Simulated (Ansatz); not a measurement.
Predict the output of the script below (Ansatz's Python interface).

Script `c4h5br_energy.py`:
```python
"""Single point of C4H5Br."""

import warnings

import ansatz as az
from ase import Atoms
import numpy as np

BASIS_SET = "6-31G*"
XC = "b3lyp"


def main() -> None:
    warnings.simplefilter("ignore", az.DeckWarning)

    atoms = Atoms(["C", "C", "C", "C", "Br", "H", "H", "H", "H", "H"], positions=[
        [-0.6121, -1.3313, 1.251],
        [-0.1976, -0.7803, 0.0923],
        [0.106, 0.6198, -0.0818],
        [0.6795, 1.1376, -1.2174],
        [1.0438, 2.9076, -1.4701],
        [-0.8985, -2.3272, 1.3153],
        [-0.7914, -0.6738, 2.1269],
        [-0.0176, -1.4216, -0.7669],
        [0.0013, 1.2874, 0.8337],
        [0.7697, 0.5307, -2.0799],
    ])
    c4h5br = az.Crystal.molecule_from_ase(atoms)

    model = (
        c4h5br.calculation()
        .basis(gaussian=BASIS_SET)
        .functional(XC)
        .scf(lower_state_search="light")
        .forces()
    )
    out = model.run()
    rep = out.report

    print("reference energy %16.6f eV" % rep["reference_energy_ev"])
    print("total energy     %16.6f eV" % rep["free_energy_ev"])
    print("occupied orbitals outside the frozen core (up, down):", rep["n_occupied"], " frozen:", rep["n_frozen"], " virtual:", rep["n_virtual"])

    symbols = [site.symbol for site in c4h5br.cartesian_sites]
    print("forces (eV/A)")
    for symbol, f in zip(symbols, rep["forces_ev_ang"]):
        print(f"  {symbol:2s} {f[0]:9.4f} {f[1]:9.4f} {f[2]:9.4f}")

    charges = rep["charge_distribution"]
    print("dipole moment", round(4.803205 * float(np.linalg.norm(charges["dipole_moment_e_ang"])), 3), "D")
    print("Mulliken:", [(s, round(q, 3)) for s, q in zip(symbols, charges["mulliken_charges_e"])])


if __name__ == "__main__":
    main()
```

```console
$ python c4h5br_energy.py
reference energy    -74267.089004 eV
total energy        -74267.089004 eV
occupied orbitals outside the frozen core (up, down): [32, 32]  frozen: 0  virtual: [73, 73]
forces (eV/A)
  C     0.0629    2.6880   -0.0191
  C     0.0805   -0.3860    0.2257
  C     1.1627    1.6739    0.2961
  C    -1.7500   -1.6665    2.1659
  Br    0.4448    1.5218   -0.1970
  H    -0.3006   -1.8709    0.2392
  H     0.1292   -0.5654   -0.4541
  H    -0.1245   -0.0828   -0.1299
  H    -0.0363   -0.7950   -1.2348
  H     0.3313   -0.5170   -0.8920
dipole moment 1.381 D
Mulliken: [('C', -0.346), ('C', -0.063), ('C', -0.091), ('C', -0.226), ('Br', -0.031), ('H', 0.155), ('H', 0.143), ('H', 0.132), ('H', 0.145), ('H', 0.181)]
```

Reading the output:
- The settings weren't tested for convergence.
- The geometry is a force-field or estimated start, not a minimum of this method, and the basis set is short of its limit.
- b3lyp holds the VWN-RPA fit, as in Gaussian; the form of ORCA and Turbomole is b3lyp5.
- Wall time of the script: 5.6 s on 1 thread of Arm Neoverse V2, with other jobs on the host, peak memory 0.29 GiB.

(A comment or docstring line of the script was reworded after the run, the code is as it ran; lines on the test bed's own set-up are left out of the output.)
